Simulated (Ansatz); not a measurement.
# BGeHO (triplet): the correlation ladder, cc-pVTZ

One table from this session's results is given with a row withheld; the runs are named, their logs left out.

Method: cc-pVTZ, core rule «outside noble gas», up to 16 orbitals frozen; program: Ansatz 0.2.0, Gaussian basis.

The runs, in order: UHF; CCSD(T) on ROHF; CCSD(T) on UHF; BCCD(T) on ROHF; CCSDT(Q) on ROHF; CCSDT(Q) on UHF.

4 further runs of the same task are left out: 4 set aside as unsound or not needed.

## The system

The geometry is a PBE0/def2-TZVP stationary point (not a proven minimum) of the parent state, kept for this charge and spin. No spin-orbit coupling is included. The filled d shell of Ge may be among the frozen orbitals whatever the setting's name suggests; the logs give the count.

4 atoms, charge 0, spin multiplicity 3.

Atoms are counted from 1 here; the program's logs count them from 0.

Bond lengths: B1–O2 1.282 Å, O2–Ge3 1.840 Å, Ge3–H4 1.598 Å. Angles: B1–O2–Ge3 148.6°, O2–Ge3–H4 91.9°.

Geometry (Å):

```xyz
4

B     0.0000   -0.1870    2.3974
O     0.0000    0.2753    1.2018
Ge    0.0000   -0.0537   -0.6084
H     0.0000    1.5080   -0.9449
```

Set-up of the first run:

Input file in.yaml:

```yaml
crystal:
  periodic: [false, false, false]
  atoms:
    - {symbol: B, position_ang: [0.000000, -0.186963, 2.397395]}
    - {symbol: O, position_ang: [0.000000, 0.275320, 1.201770]}
    - {symbol: Ge, position_ang: [0.000000, -0.053740, -0.608390]}
    - {symbol: H, position_ang: [0.000000, 1.507965, -0.944858]}
basis:
  gaussian: {orbitals: cc-pVTZ}
magnetization: {spin_polarized: true, initial_magnetization: 2}
hamiltonian: {xc: hf}
output: {orbitals: {seedname: orbitals}}
```

Launch:

```
$ ansatz run in.yaml --threads 1 --pin off --events-out ev --progress --plain --max-ram 4096MiB --backend cpu
```

Steps of the session up to this table: UHF; CCSD(T) on ROHF; CCSD(T) on UHF; BCCD(T) on ROHF; CCSDT(Q) on ROHF; CCSDT(Q) on UHF.

One of the session's tables, all rows but one given; the rest of the session is left out.

```
   method  from UCCSDT(Q) (kcal/mol)
     ROHF                    +266.02
      UHF                    +263.71
     RMP2                     +27.13
     UMP2                     +26.62
    RCCSD                     +12.64
    UCCSD                          ?
 RCCSD(T)                      +1.55
 UCCSD(T)                      +1.25
  BCCD(T)                      +1.38
   RCCSDT                      +0.99
   UCCSDT                      +0.69
RCCSDT(Q)                      +0.40
UCCSDT(Q)                          0
```

**Question.** Estimate the row for UCCSD.

**Answer.** from UCCSDT(Q) (kcal/mol): +12.27. In the column «from UCCSDT(Q) (kcal/mol)» it lies between RCCSD(T) (+1.55) and RCCSD (+12.64).

Caveats from the session: Restricted and unrestricted rows rest on different reference determinants; where their highest levels disagree by more than a few hundredths of an eV, they describe different states and don't form one ladder.
